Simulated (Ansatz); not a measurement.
# F₂H₄OSi₂: basis-set convergence

One table from this session's results is given with a row withheld; the runs are named, their logs left out.

Method: one geometry, several basis sets; program: Ansatz 0.2.0, Gaussian basis.

Plan: PBE0-D4/def2-SVP; ωB97M-V/def2-SVP; PBE0-D4/def2-QZVPP; ωB97M-V/def2-QZVPP; CCSD(T)/cc-pV(D+d)Z; CCSD(T)/cc-pV(T+d)Z; CCSD(T)/cc-pV(Q+d)Z; the functionals' def2-TZVPP values are taken from earlier runs.

## The geometry

All runs share one geometry, relaxed beforehand with PBE0-D4 in a triple-zeta def2 set.

SMILES `O[Si](F)(F)[SiH3]`, 9 atoms, charge 0, spin multiplicity 1.

Atoms are counted from 1 here; the program's logs count them from 0.

Bond lengths: O1–Si2 1.621 Å, O1–H6 0.959 Å, Si2–F3 1.592 Å, Si2–F4 1.592 Å, Si2–Si5 2.328 Å, Si5–H7 1.485 Å, Si5–H8 1.485 Å, Si5–H9 1.485 Å. Angles: Si2–O1–H6 120.5°, O1–Si2–F3 110.1°, O1–Si2–F4 110.1°, O1–Si2–Si5 109.3°, F3–Si2–F4 104.4°, F3–Si2–Si5 111.4°, F4–Si2–Si5 111.4°, Si2–Si5–H7 109.1°, Si2–Si5–H8 109.3°, Si2–Si5–H9 109.3°, H7–Si5–H8 109.7°, H7–Si5–H9 109.7°, H8–Si5–H9 109.8°.

Geometry (Å):

```mol
F2H4OSi2
  3D, bonds by distance, orders not assigned

  9  8  0  0  0  0  0  0  0  0999 V2000
    0.2463    1.8570    0.4359 O   0  0
    0.7847    0.3676    0.0897 Si  0  0
    1.7349    0.4127   -1.1869 F   0  0
    1.7219   -0.1616    1.2629 F   0  0
   -1.0311   -1.0489   -0.2521 Si  0  0
    0.8643    2.5708    0.6061 H   0  0
   -0.5311   -2.4121   -0.5637 H   0  0
   -1.8416   -0.5421   -1.3881 H   0  0
   -1.8599   -1.0898    0.9790 H   0  0
  1  2  8  0
  2  3  8  0
  2  4  8  0
  2  5  8  0
  1  6  8  0
  5  7  8  0
  5  8  8  0
  5  9  8  0
M  END
```

Set-up of the first run:

File in.yaml:

```yaml
crystal:
  periodic: [false, false, false]
  atoms:
    - {symbol: O, position_ang: [0.246275, 1.857014, 0.435899]}
    - {symbol: Si, position_ang: [0.784697, 0.367650, 0.089686]}
    - {symbol: F, position_ang: [1.734950, 0.412688, -1.186931]}
    - {symbol: F, position_ang: [1.721878, -0.161612, 1.262853]}
    - {symbol: Si, position_ang: [-1.031065, -1.048900, -0.252082]}
    - {symbol: H, position_ang: [0.864314, 2.570826, 0.606082]}
    - {symbol: H, position_ang: [-0.531073, -2.412103, -0.563665]}
    - {symbol: H, position_ang: [-1.841632, -0.542072, -1.388085]}
    - {symbol: H, position_ang: [-1.859943, -1.089791, 0.979043]}
basis:
  gaussian: {orbitals: def2-SVP}
hamiltonian: {xc: pbe0, dispersion: d4}
output: {orbitals: {seedname: orbitals}}
```

Launch:

```console
$ ansatz run in.yaml --threads 2 --pin off --events-out ev --progress --plain --max-ram 22528MiB --backend cpu
```

Steps of the session up to this table: PBE0-D4 in def2-SVP; ωB97M-V in def2-SVP; PBE0-D4 in def2-QZVPP; ωB97M-V in def2-QZVPP.

One of the session's tables, all rows but one given; the rest of the session is left out.

```
functional       basis  HOMO (eV)  LUMO (eV)
   PBE0-D4    def2-SVP      -8.97       0.32
   PBE0-D4  def2-TZVPP          ?          ?
   PBE0-D4  def2-QZVPP      -9.06      -0.13
   ωB97M-V    def2-SVP     -11.03       2.23
   ωB97M-V  def2-TZVPP     -11.13       1.72
   ωB97M-V  def2-QZVPP     -11.16       1.34
```

**Question.** Estimate the row for PBE0-D4, def2-TZVPP.

**Answer.** HOMO (eV): -9.04; LUMO (eV): -0.01. In the column «HOMO (eV)» it lies between PBE0-D4, def2-QZVPP (-9.06) and PBE0-D4, def2-SVP (-8.97).
